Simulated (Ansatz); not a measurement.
# TaHO (triplet): the correlation ladder, def2-QZVPP

The task here is to estimate one member of a computed series from the others.

The runs use Ansatz 0.2.0, Gaussian basis; def2-QZVPP, core rule «outside noble gas», up to 5 orbitals frozen.

Plan: UHF; ROHF; CCSD(T) on UHF.

2 further runs of the same task are left out: 2 set aside as unsound or not needed. Runs told in other sessions of the task aren't counted.

### The geometry

The geometry is a PBE0/def2-TZVP stationary point (not a proven minimum). No spin-orbit coupling is included. Elements past krypton take def2 core potentials.

3 atoms, charge 0, spin multiplicity 3.

Atoms are counted from 1 here; the program's logs count them from 0.

Bond lengths: Ta1–O2 1.695 Å, Ta1–H3 1.777 Å. Angles: O2–Ta1–H3 103.7°.

As a file:

```xyz
3
charge 0, multiplicity 3
Ta    0.0000   -0.0162    0.1342
O     0.0000    0.0770   -1.5587
H     0.0000    1.6846    0.6480
```

The first run:

The input, in.yaml:

```yaml
crystal:
  periodic: [false, false, false]
  atoms:
    - {symbol: Ta, position_ang: [0.000000, -0.016196, 0.134207]}
    - {symbol: O, position_ang: [0.000000, 0.077043, -1.558659]}
    - {symbol: H, position_ang: [0.000000, 1.684643, 0.648045]}
basis:
  gaussian: {orbitals: "def2-QZVPP.json"}
magnetization: {spin_polarized: true, initial_magnetization: 2}
hamiltonian: {xc: hf}
output: {orbitals: {seedname: orbitals}}
```

The run is started by

```sh
$ ansatz run in.yaml --threads 1 --pin off --events-out ev --progress --plain --max-ram 3968MiB --backend cpu
```

Among the steps run: UHF; ROHF; CCSD(T) on UHF.

One table of the session follows, with a row left open; its other results are not shown here.

```
  method  from UCCSD(T) (meV)
    ROHF                    ?
     UHF             +11375.4
    UMP2               +314.2
   UCCSD               +674.5
UCCSD(T)                    0
```

**Question.** Estimate the row for ROHF.

As computed: from UCCSD(T) (meV): +11511.4. In the column «from UCCSD(T) (meV)» it is the highest.
